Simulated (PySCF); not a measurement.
**A gas-phase reaction: ClFGeH2 + H2Si → ClFGeH4Si**

What reaction energy should one expect for `[F][GeH2][Cl]` + `[SiH2]` → `[F][GeH]([SiH3])[Cl]`?

Computed with PySCF 2.14.0; each step states its level. No surroundings beyond the atoms listed, unless a continuum is named. Atoms count from 0, parts from 1.

## (1) The system as given

Each species was relaxed by itself at PBE0-D3(BJ)/def2-SVPD.

## (2) Energies of the species: wB97M-D3(BJ)/def2-TZVPD

Job settings and geometry (Å):

```
{"job": {"kind": "react", "xc": "wB97M-D3(BJ)", "basis": "def2-TZVPD"}, "charge": 0, "multiplicity": 1}
-1 ClFGeH2 charge 0 multiplicity 1
F      1.149530     0.480400    -1.091370
Ge    -0.037120    -0.166030     0.014920
Cl    -0.808780     1.514210     1.118640
H      0.711350    -1.086460     0.976460
H     -1.158400    -0.754650    -0.838320

-1 H2Si charge 0 multiplicity 1
Si    -0.017510     0.709080     0.001760
H     -1.102610    -0.374060    -0.013460
H      1.089460    -0.351800    -0.004870

+1 ClFGeH4Si charge 0 multiplicity 1
F     -0.173840    -1.456030    -1.803770
Ge    -0.689160    -0.056970    -0.873440
Si     0.885180     0.229380     0.894670
Cl    -2.604780    -0.612500    -0.019270
H     -0.970400     1.037800    -1.912650
H      2.255000     0.282210     0.310710
H      0.731690    -0.931460     1.813030
H      0.564260     1.507970     1.590860
```

Level: wB97M-D3(BJ)/def2-TZVPD reaction energy of separated species, gas phase.

Started as:

```console
$ OMP_NUM_THREADS=1 python cluster_run.py task.json out
```

The driver reads the jobs from task.json and runs them one after another.

**Question.** The jobs that follow are: PBE0-D3(BJ)/def2-TZVPD reaction energy of separated species, gas phase. Predict: reaction energy (wB97M-D3(BJ)/def2-TZVPD); ΔH, ΔG at 298 K (xTB thermal terms). Thermal terms come from harmonic xTB runs on each species.

**Answer**, as computed:

| quantity | value |
| --- | --- |
| reaction energy (wB97M-D3(BJ)/def2-TZVPD) | -58.37 kcal/mol |
| ΔH, ΔG at 298 K (xTB thermal terms) | -55.8, -46.1 kcal/mol |
| range of the reaction energy over the runs of this table | -65.06 to -58.37 kcal/mol |

The reaction is exothermic by 55.8 kcal/mol in the gas phase; dispersion gives -1.58, and xTB itself gave -63.47 for the electronic energy (xTB energies and thermal terms come from the earlier relaxation of each species, not shown). No barrier was sought. The reaction energy runs from -65.06 (PBE0-D3(BJ)/def2-TZVPD) to -58.37 kcal/mol (wB97M-D3(BJ)/def2-TZVPD).
